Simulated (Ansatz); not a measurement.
# GaBr: small, medium and large basis sets

An exercise on one series of results from a longer session: the logs are not shown, and one member is left open.

Computed with Ansatz 0.2.0, Gaussian basis. Level: one geometry, several basis sets.

Levels to be run: PBE0-D4/def2-SVP; ωB97M-V/def2-SVP; PBE0-D4/def2-QZVPP; ωB97M-V/def2-QZVPP; the functionals' def2-TZVPP values are taken from earlier runs.

**The geometry**

An earlier PBE0-D4 in a triple-zeta def2 set relaxation fixed the geometry.

SMILES `[Ga][Br]`, 2 atoms, charge 0, spin multiplicity 1.

Atoms are counted from 1 here; the program's logs count them from 0.

Bond lengths: Ga1–Br2 2.375 Å.

The first run:

The input, in.yaml:

```yaml
crystal:
  periodic: [false, false, false]
  atoms:
    - {symbol: Ga, position_ang: [0.000000, -0.000000, 0.013677]}
    - {symbol: Br, position_ang: [-0.000000, 0.000000, 2.388273]}
basis:
  gaussian: {orbitals: def2-SVP}
hamiltonian: {xc: pbe0, dispersion: d4}
output: {orbitals: {seedname: orbitals}}
```

Started as:

```
$ ansatz run in.yaml --threads 4 --pin off --events-out ev --progress --plain --max-ram 10444MiB
```

Steps of the session up to this table: PBE0-D4 in def2-SVP; ωB97M-V in def2-SVP; PBE0-D4 in def2-QZVPP; ωB97M-V in def2-QZVPP.

One of the session's tables, all rows but one given; the rest of the session is left out.

It belongs to the step «Functionals by basis». 

| functional | basis | HOMO (eV) | LUMO (eV) |
| --- | --- | --- | --- |
| PBE0-D4 | def2-SVP | -7.27 | -1.74 |
| PBE0-D4 | def2-TZVPP | -7.32 | -1.79 |
| PBE0-D4 | def2-QZVPP | -7.34 | -1.82 |
| ωB97M-V | def2-SVP | -9.27 | 0.02 |
| ωB97M-V | def2-TZVPP | ? | ? |
| ωB97M-V | def2-QZVPP | -9.37 | -0.20 |

Q: Estimate the row for ωB97M-V, def2-TZVPP from the others.

As computed: HOMO (eV): -9.34; LUMO (eV): -0.06. In the column «HOMO (eV)» it lies between ωB97M-V, def2-QZVPP (-9.37) and ωB97M-V, def2-SVP (-9.27).
